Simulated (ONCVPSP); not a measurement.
# Pseudopotential generation for zinc: ONCV, PBE

Task: generate the file, and judge it by its errors in other configurations, its logarithmic derivatives, its ghosts and its cutoff.

Method: ONCVPSP 4.0.1, PBE, scalar-relativistic.

**1. Settings**

The settings as typed:

```
element                 : zinc (Zn, Z = 30)
type                    : optimised norm-conserving Vanderbilt (ONCV)
frozen core             : [Ne] 3s2
valence charge          : 18
reference configuration : 3p6 3d10 (charge +2)
partial waves           : s scattering state at 0.09 Ha: rc 1.30 bohr, ncon 3, nbas 8, qcut 4.9 1/bohr, 1 projector; 3p: rc 0.70 bohr, ncon 5, nbas 8, qcut 12.2 1/bohr, 2 projectors, debl 1.1 Ha; 3d: rc 1.40 bohr, ncon 3, nbas 7, qcut 10.6 1/bohr, 2 projectors, debl 0.5 Ha
local potential         : polynomial inside 0.55 bohr (lpopt 5, dvloc0 6 Ha)
core correction         : Teter function, fcfact 5.5, rcfact 1.25
```

**2. The generation run**

Zn.dat

```
# ATOM AND REFERENCE CONFIGURATION
# atsym  z   nc   nv     iexc    psfile
  Zn 30.00    4    2        4      upf
#
#   n    l    f
    1    0    2.00
    2    0    2.00
    2    1    6.00
    3    0    2.00
    3    1    6.00
    3    2   10.00
#
# PSEUDOPOTENTIAL AND OPTIMIZATION
# lmax
    2
#
#   l,   rc,      ep,       ncon, nbas, qcut
    0    1.30    0.09    3    8    4.90
    1    0.70    0.00    5    8   12.20
    2    1.40    0.00    3    7   10.60
#
# LOCAL POTENTIAL
# lloc, lpopt,  rc(5),   dvloc0
    4    5    0.55    6.00
#
# VANDERBILT-KLEINMAN-BYLANDER PROJECTORs
# l, nproj, debl
    0    1    3.00
    1    2    1.10
    2    2    0.50
#
# MODEL CORE CHARGE
# icmod, fcfact, rcfact
    3    5.50    1.25
#
# LOG DERIVATIVE ANALYSIS
# epsh1, epsh2, depsh
   -5.00    5.00    0.04
#
# OUTPUT GRID
# rlmax, drl
    6.00    0.01
#
# TEST CONFIGURATIONS
# ncnf
    4
# nvcnf
#   n    l    f
    3
    3    1    6.00
    3    2   10.00
    4    0    2.00
#
    3
    3    1    6.00
    3    2   10.00
    4    0    1.00
#
    2
    3    1    6.00
    3    2    9.00
#
    2
    3    1    6.00
    3    2    8.00
#
```

On the command line:

```
$ oncvpsp.x < Zn.dat > Zn.out
```

Q: Predict the outcome of this session. Wanted: cutoffs for 1 and 0.1 mHa per electron, occupied waves; bound ghosts; GHOST(+) flags; largest test error; largest phase difference near zero energy, channels read; rms error of d²Exc/dn², without and with the model core; projector energies reset by the program.

**Answer**, as computed:

| quantity | value |
| --- | --- |
| cutoffs for 1 and 0.1 mHa per electron, occupied waves | 186 Ha and 361 Ha |
| bound ghosts | s at -429.00 eV |
| GHOST(+) flags | none at low energy |
| largest test error (AE − PS) | +555 meV, for 3p6 3d8 |
| largest phase difference near zero energy, channels read | 0.018 rad |
| rms error of d²Exc/dn², without and with the model core | 4.63 and 3.05 mHa |
| projector energies reset by the program | s: 0.050 Ha; p: -3.833, 0.250 Ha; d: -1.134, 0.250 Ha |

**Reading.** It has a bound ghost (s), a state that the atom doesn't have, and that rules the file out. By total energies transferability is poor: the largest error is 555 meV on 102.3 eV, for 3p6 3d8. That test lies far up in energy; among those under 40 eV, nearer to bonding, the largest error is 411 meV. It counts as very hard, with 186 Ha needed at the looser tolerance. At the looser tolerance the 3p wave is the slowest; 3d needs 46 Ha. Near zero energy the phases of the channels with partial waves agree within 0.018 rad.
